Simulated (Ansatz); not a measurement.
**CH₆BGaTe: basis-set convergence**

An exercise on one series of results from a longer session: the logs are not shown, and one member is left open.

Computed with Ansatz 0.2.0, Gaussian basis. Level: one geometry, several basis sets.

The runs, in order: PBE0-D4/def2-SVP; ωB97M-V/def2-SVP; PBE0-D4/def2-QZVPP; ωB97M-V/def2-QZVPP; the functionals' def2-TZVPP values are taken from earlier runs.

**The relaxed structure**

All runs share one geometry, relaxed beforehand with PBE0-D4 in a triple-zeta def2 set. Te takes the def2 core potential; no spin-orbit term is included.

SMILES `C[B]([GaH2])[TeH]`, 10 atoms, charge 0, spin multiplicity 1.

Atoms are counted from 1 here; the program's logs count them from 0.

Bond lengths: C1–B2 1.568 Å, C1–H5 1.097 Å, C1–H6 1.097 Å, C1–H7 1.092 Å, B2–Ga3 2.087 Å, B2–Te4 2.125 Å, Ga3–H8 1.577 Å, Ga3–H9 1.577 Å, Te4–H10 1.665 Å. Angles: B2–C1–H5 109.8°, B2–C1–H6 109.8°, B2–C1–H7 115.3°, H5–C1–H6 105.2°, H5–C1–H7 108.1°, H6–C1–H7 108.1°, C1–B2–Ga3 122.5°, C1–B2–Te4 121.0°, Ga3–B2–Te4 116.6°, B2–Ga3–H8 122.0°, B2–Ga3–H9 122.3°, H8–Ga3–H9 115.7°, B2–Te4–H10 96.7°.

Coordinates:

```
C    -0.18529    1.33509   -0.04591
B     0.04511   -0.20296   -0.24434
Ga    0.14679   -1.53713    1.35771
Te    0.26538   -1.03360   -2.18790
H     0.60384    1.75002    0.59316
H    -1.11901    1.50327    0.50456
H    -0.22224    1.92335   -0.96535
H    -1.13936   -2.23586    1.94596
H     1.50730   -1.89545    2.07078
H     0.09750    0.39328   -3.02867
```

The first run:

Contents of in.yaml:

```yaml
crystal:
  periodic: [false, false, false]
  atoms:
    - {symbol: C, position_ang: [-0.185287, 1.335095, -0.045914]}
    - {symbol: B, position_ang: [0.045111, -0.202964, -0.244336]}
    - {symbol: Ga, position_ang: [0.146786, -1.537134, 1.357706]}
    - {symbol: Te, position_ang: [0.265376, -1.033602, -2.187900]}
    - {symbol: H, position_ang: [0.603838, 1.750015, 0.593160]}
    - {symbol: H, position_ang: [-1.119010, 1.503270, 0.504561]}
    - {symbol: H, position_ang: [-0.222238, 1.923355, -0.965352]}
    - {symbol: H, position_ang: [-1.139360, -2.235858, 1.945964]}
    - {symbol: H, position_ang: [1.507299, -1.895449, 2.070782]}
    - {symbol: H, position_ang: [0.097496, 0.393283, -3.028670]}
basis:
  gaussian: {orbitals: def2-SVP}
hamiltonian: {xc: pbe0, dispersion: d4}
output: {orbitals: {seedname: orbitals}}
```

Run with:

```sh
$ ansatz run in.yaml --threads 4 --pin off --events-out ev --progress --plain --max-ram 10444MiB
```

Among the steps run: PBE0-D4 in def2-SVP; ωB97M-V in def2-SVP; PBE0-D4 in def2-QZVPP; ωB97M-V in def2-QZVPP.

One of the session's tables, all rows but one given; the rest of the session is left out.

It belongs to the step «Density functionals: the series». 

| functional | basis | HOMO (eV) | LUMO (eV) |
| --- | --- | --- | --- |
| PBE0-D4 | def2-SVP | -6.91 | -1.77 |
| PBE0-D4 | def2-TZVPP | -6.98 | -1.81 |
| PBE0-D4 | def2-QZVPP | -6.98 | -1.84 |
| ωB97M-V | def2-SVP | ? | ? |
| ωB97M-V | def2-TZVPP | -9.01 | -0.16 |
| ωB97M-V | def2-QZVPP | -9.01 | -0.28 |

Estimate the missing values for ωB97M-V, def2-SVP.

As computed: HOMO (eV): -8.90; LUMO (eV): -0.08. In the column «HOMO (eV)» it lies between ωB97M-V, def2-QZVPP (-9.01) and PBE0-D4, def2-TZVPP (-6.98).
